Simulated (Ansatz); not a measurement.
## C2H6OSi, SMILES [SiH3]C1CO1: harmonic frequencies at the relaxed geometry, step by step

Computed with the Ansatz DFT code, driven from Python.

Typed at the interpreter:
```pycon
>>> import itertools
>>> import ansatz
>>> from ase.data import atomic_numbers, covalent_radii
>>> import numpy as np
>>> BASIS = "def2-SVP"
>>> FUNCTIONAL = "B3LYP"
>>> DISPERSION = "d4"
>>> geometry_ang = [
...     ("Si", (-0.1015, 1.3408, 0.2083)),
...     ("C", (-0.5543, -0.4375, 0.0994)),
...     ("C", (0.4784, -1.4002, -0.3627)),
...     ("O", (0.1916, -1.2909, 1.024)),
...     ("H", (-0.4722, 2.0278, -1.1171)),
...     ("H", (-0.9507, 2.0667, 1.2543)),
...     ("H", (1.322, 1.6084, 0.4663)),
...     ("H", (-1.5441, -0.6418, -0.1405)),
...     ("H", (1.5088, -1.0363, -0.5633)),
...     ("H", (0.2051, -2.2881, -0.8657)),
... ]
>>> geometry = ansatz.Crystal.molecule()
>>> for symbol, xyz in geometry_ang:
...     geometry = geometry.atom(symbol, xyz)
...
>>> calculation = (
...     geometry.calculation()
...     .basis(gaussian=BASIS)
...     .functional(FUNCTIONAL, dispersion=DISPERSION)
... )
>>> symbols = [site.symbol for site in geometry.cartesian_sites]
>>> start = np.array([site.position_ang for site in geometry.cartesian_sites], dtype=float)
>>> def progress(event):
...     if event["event"] == "relax_step":
...         row = event["data"]
...         print(f"step {row['step']:3d}  E = {row['lagrangian_ev']:.6f} eV  largest force component {row['allowed_force_max_ev_ang']:.4f} eV/A")
...
>>> r = calculation.relax(force_tolerance=0.003).session().plan().execute(on_event=progress).report
step   1  E = -12089.746081 eV  largest force component 3.2292 eV/A
step   2  E = -12090.007199 eV  largest force component 0.7024 eV/A
step   3  E = -12090.037257 eV  largest force component 0.1772 eV/A
step   4  E = -12090.029996 eV  largest force component 0.2765 eV/A
step   5  E = -12090.041267 eV  largest force component 0.0809 eV/A
step   6  E = -12090.042825 eV  largest force component 0.0393 eV/A
step   7  E = -12090.043087 eV  largest force component 0.0305 eV/A
step   8  E = -12090.043211 eV  largest force component 0.0069 eV/A
step   9  E = -12090.043217 eV  largest force component 0.0041 eV/A
step  10  E = -12090.043217 eV  largest force component 0.0012 eV/A
>>> end = np.array(r["positions_ang"])
>>> # pairs closer than 1.2 times the sum of covalent radii, before or after
>>> radius = [covalent_radii[atomic_numbers[s]] for s in symbols]
>>> span = lambda where, i, j: np.linalg.norm(where[i] - where[j])
>>> bonded = [(i, j) for i, j in itertools.combinations(range(len(symbols)), 2) if min(span(start, i, j), span(end, i, j)) < 1.2 * (radius[i] + radius[j])]
>>> print("pair        before    after (A)")
pair        before    after (A)
>>> for i, j in bonded:
...     print(f"{symbols[i]}{i}-{symbols[j]}{j}".ljust(10), f"{span(start, i, j):8.4f} {span(end, i, j):8.4f}")
...
Si0-C1       1.8383   1.8900
Si0-H4       1.5382   1.4932
Si0-H5       1.5304   1.4903
Si0-H6       1.4712   1.4901
C1-C2        1.4855   1.4788
C1-O3        1.4627   1.4418
C1-H7        1.0387   1.1018
C2-O3        1.4203   1.4119
C2-H8        1.1110   1.0991
C2-H9        1.0564   1.0987
>>> # same settings at the minimum
>>> minimum = ansatz.Crystal.molecule()
>>> for symbol, place in zip(symbols, end):
...     minimum = minimum.atom(symbol, place.tolist())
...
>>> vibrating = minimum.calculation()
>>> vibrating = vibrating.basis(gaussian=BASIS)
>>> vibrating = vibrating.functional(FUNCTIONAL, dispersion=DISPERSION)
>>> vibrating = vibrating.phonons(temperatures=(200, 600, 100))
>>> vib = vibrating.run().report["vibrations"]
>>> sums = vib["harmonic_sums"]
>>> modes = [m["omega_inv_cm"] for m in sums["modes_at_gamma"] if m["rigid_motion"] == "no"]
>>> for number, w in enumerate(modes, start=1):
...     print(f"mode {number:2d} {w:9.1f} 1/cm {w / 8065.544 * 1000:8.2f} meV")
...
mode  1     144.2 1/cm    17.88 meV
mode  2     233.9 1/cm    29.01 meV
mode  3     257.6 1/cm    31.94 meV
mode  4     567.2 1/cm    70.32 meV
mode  5     649.9 1/cm    80.58 meV
mode  6     714.7 1/cm    88.61 meV
mode  7     848.8 1/cm   105.24 meV
mode  8     921.7 1/cm   114.27 meV
mode  9     930.8 1/cm   115.41 meV
mode 10     946.6 1/cm   117.37 meV
mode 11     955.6 1/cm   118.48 meV
mode 12     974.1 1/cm   120.77 meV
mode 13    1080.2 1/cm   133.93 meV
mode 14    1149.3 1/cm   142.50 meV
mode 15    1162.7 1/cm   144.15 meV
mode 16    1262.4 1/cm   156.52 meV
mode 17    1357.3 1/cm   168.28 meV
mode 18    1510.6 1/cm   187.29 meV
mode 19    2219.1 1/cm   275.13 meV
mode 20    2233.2 1/cm   276.88 meV
mode 21    2237.6 1/cm   277.42 meV
mode 22    3067.5 1/cm   380.32 meV
mode 23    3076.4 1/cm   381.42 meV
mode 24    3161.9 1/cm   392.03 meV
>>> print("imaginary modes:", sum(w < 0 for w in modes), " zero-point energy:", round(sums["zero_point_energy_ev"], 4), "eV")
imaginary modes: 0  zero-point energy: 1.9629 eV
>>> print("T (K)   F_vib (eV)   S_vib (meV/K)   C_vib (meV/K)")
T (K)   F_vib (eV)   S_vib (meV/K)   C_vib (meV/K)
>>> for row in zip(sums["temperatures_k"], sums["vibrational_free_energy_ev"], vib["entropy_ev_per_k"], vib["heat_capacity_ev_per_k"]):
...     print(f"{row[0]:6.1f} {row[1]:11.4f} {1000 * row[2]:13.4f} {1000 * row[3]:15.4f}")
...
 200.0      1.9481        0.2032          0.3050
 300.0      1.9197        0.3689          0.5336
 400.0      1.8737        0.5543          0.7620
 500.0      1.8087        0.7459          0.9555
 600.0      1.7246        0.9346          1.1136
```

Caveats:
- Total energies depend on the basis set; only differences at equal settings carry meaning.
- The frequencies are harmonic and unscaled, in a modest basis. The result belongs to the one conformer reached from this start, and soft torsions count as harmonic oscillators.
- b3lyp holds the VWN-RPA fit, as in Gaussian; the form of ORCA and Turbomole is b3lyp5.
- The whole script took 3 min on 1 thread of Arm Neoverse V1, with other jobs on the host, peak memory 0.26 GiB.
